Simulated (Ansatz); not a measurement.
C2H5NSe, SMILES C[Se]C=N, a rigid scan of one bond angle

Program: Ansatz's Python interface.

The script, `bend_c2h5nse.py`:
```python
"""Energy of C2H5NSe against one bond angle."""

import ansatz as az
from ase import Atoms

atoms = Atoms(["C", "Se", "C", "N", "H", "H", "H", "H", "H"], positions=[
    (-0.0799, 0.9167, -1.1808),
    (1.433, 0.4197, -0.1699),
    (0.3858, -0.89, 0.7777),
    (-0.0762, -0.5668, 1.8927),
    (0.159, 1.7605, -1.9168),
    (-0.9148, 1.3555, -0.508),
    (-0.4925, 0.0977, -1.762),
    (0.3686, -1.8812, 0.3881),
    (-0.6945, -1.2583, 2.4618),
])

# start the scan from a relaxed geometry
first = (
    az.Crystal.molecule_from_ase(atoms).calculation()
    .basis(gaussian="def2-SVP")  # atom-centred Gaussian functions
    .functional("pbe", dispersion="d3bj")
    .relax(force_tolerance=0.02, max_steps=80)
)
atoms.positions = first.run(threads=1, backend="cpu").report["positions_ang"]

rows = []
for angle in [85, 95, 105, 115, 125, 140, 160]:
    bent = atoms.copy()
    bent.set_angle(2, 1, 0, angle, indices=[0, 4, 5, 6])
    calc = az.Crystal.molecule_from_ase(bent).calculation()
    calc = calc.basis(gaussian="def2-SVP")
    calc = calc.functional("pbe", dispersion="d3bj")
    rows.append((angle, calc.run(threads=1, backend="cpu").report["free_energy_ev"]))
floor = min(e for _, e in rows)
for angle, e in rows:
    print(f"angle C2-Se1-C0 = {angle:3d} deg   {1000 * (e - floor):9.1f} meV")
```

Output of `python bend_c2h5nse.py`:
```text
angle C2-Se1-C0 =  85 deg       167.5 meV
angle C2-Se1-C0 =  95 deg         0.0 meV
angle C2-Se1-C0 = 105 deg        54.5 meV
angle C2-Se1-C0 = 115 deg       257.3 meV
angle C2-Se1-C0 = 125 deg       576.8 meV
angle C2-Se1-C0 = 140 deg      1230.5 meV
angle C2-Se1-C0 = 160 deg      2277.7 meV
```

The scan is rigid, and the energies are electronic, in a modest basis. The zero is the lowest point of the grid, which needn't be the minimum. Timing: 42 s on 1 thread of Intel(R) Xeon(R) 6975P-C (Granite Rapids), with other jobs on the host, peak memory 0.22 GiB.
